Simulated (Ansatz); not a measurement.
Runs of Ansatz 0.2.0 on HPbNO4. The typed cell holds 7 atoms: a = 4.204 Å, b = 4.339 Å, c = 6.729 Å, α = 71.95°, β = 72.29°, γ = 62.23°. The cell was built by a generator and needn't be a form met in nature.

| task | level | cell | k mesh | cutoff (eV) | points for each segment of the path | mesh quality | gap on the mesh (eV) | pressure (GPa) | largest force (eV/Å) |
| --- | --- | --- | --- | --- | --- | --- | --- | --- | --- |
| relaxation of cell and atoms | BLYP | relaxed | 5 × 5 × 3 | 420 | - | not flagged | 2.91 | 0.0 | 0.01 |
| single point | B3LYP | as given | 3 × 3 × 2 | 420 | - | coarse | (d) | -2.0 | 1.09 |
| single point | r2SCANh | as given | 3 × 3 × 2 | 500 | - | coarse | (c) | -4.5 | (a) |
| band structure | PBEsol | as given | 7 × 7 × 5 | 420 | 10 | not flagged | 2.81 | -2.9 | 0.39 |
| band structure | BLYP | as given | 7 × 7 × 5 | 420 | 10 | not flagged | 2.78 | 2.1 | (b) |

Alike in all rows: potentials or basis Ansatz PAW; no spin polarisation; smearing fermi-dirac 0.05 eV.

Problem. Fill in the values left out.

Solution. (a) 1.21; (b) 0.33; (c) 3.98; (d) 4.48.

Caveats: some runs use coarse meshes; spin-orbit coupling is left out, which as a rule narrows the gap of such compounds by several tenths of an eV; the PAW data sets come from PBE, with cores solved anew for the run's functional, which leaves a small shift of forces and pressure; odd divisions of the mesh miss points on the zone boundary, where band edges often lie, so the gap on the mesh can be too wide (some runs); forces of over 1 eV/Å show positions far from the minimum, so gaps and moduli don't describe the material at rest (some runs); the thresholds are loose for stress (some runs); the plane-wave basis is chosen anew once the cell has moved, so the energies of steps on either side of that aren't comparable (some runs).

A k mesh can miss the band edges, and the runs leave out spin-orbit coupling on Pb.

Runs at the PBE level aren't shown here.
